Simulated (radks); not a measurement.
# Fe³⁺ in [Ne] 3s1.75 3p6 3d5 4d0.25: an all-electron calculation

One table from this session's results is given with a row withheld; the runs are named, their logs left out.

The numbers are computed with radks (a radial shooting solver on a logarithmic mesh, Libxc functionals) version 1 (Dirac Kohn-Sham, Wu-Cohen GGA, spin-unpolarised, spherical densities, finite nucleus; open shells are shared between the two j in proportion to 2j + 1), except any that are marked as measured or tabulated.

## The atom as given

| Item | Value |
| --- | --- |
| element | iron (Z = 26) |
| charge | +3 |
| electrons | 23 |
| configuration | [Ne] 3s1.75 3p6 3d5 4d0.25 |
| nuclear rms radius | 3.7377 fm |

Set-up of the first run:

Settings of this run:

```text
Z 26
configuration [Ne] 3s1.75 3p6 3d5 4d0.25 4s0 4p0 4f0 5d0
relativity Dirac
functional wc,pbe
spin unpolarised
j_filling average
nucleus finite rms 3.7377 fm
c 137.035999084
```

One table of the session follows, with a row left open; its other results are not shown here.

It belongs to the step «Shells». From the orbitals of this run (lengths in bohr):

```
level      <r>  outermost maximum (interpolated)  90 % within  nodes
1s1/2  0.05847                            0.0383        0.104      0
2s1/2   0.2669                             0.223        0.414      1
2p1/2   0.2334                             0.178        0.383      0
2p3/2        ?                                 ?            ?      ?
3s1/2   0.8023                             0.698         1.20      2
3p1/2   0.8352                             0.704         1.28      1
3p3/2   0.8438                             0.711         1.29      1
3d3/2   0.9665                             0.687         1.61      0
3d5/2   0.9699                             0.690         1.62      0
4s1/2    2.236                              1.99         3.26      3
4p1/2    2.557                              2.27         3.75      2
4p3/2    2.576                              2.29         3.78      2
4d3/2    3.530                              3.15         5.22      1
4d5/2    3.535                              3.16         5.23      1
4f5/2    4.920                              4.39         7.18      0
4f7/2    4.921                              4.39         7.18      0
```

Q: Estimate the row for 2p3/2 from the others.

The run gave: <r>: 0.2365; outermost maximum (interpolated): 0.181; 90 % within: 0.387; nodes: 0. In the column «<r>» it lies between 2p1/2 (0.2334) and 2s1/2 (0.2669).
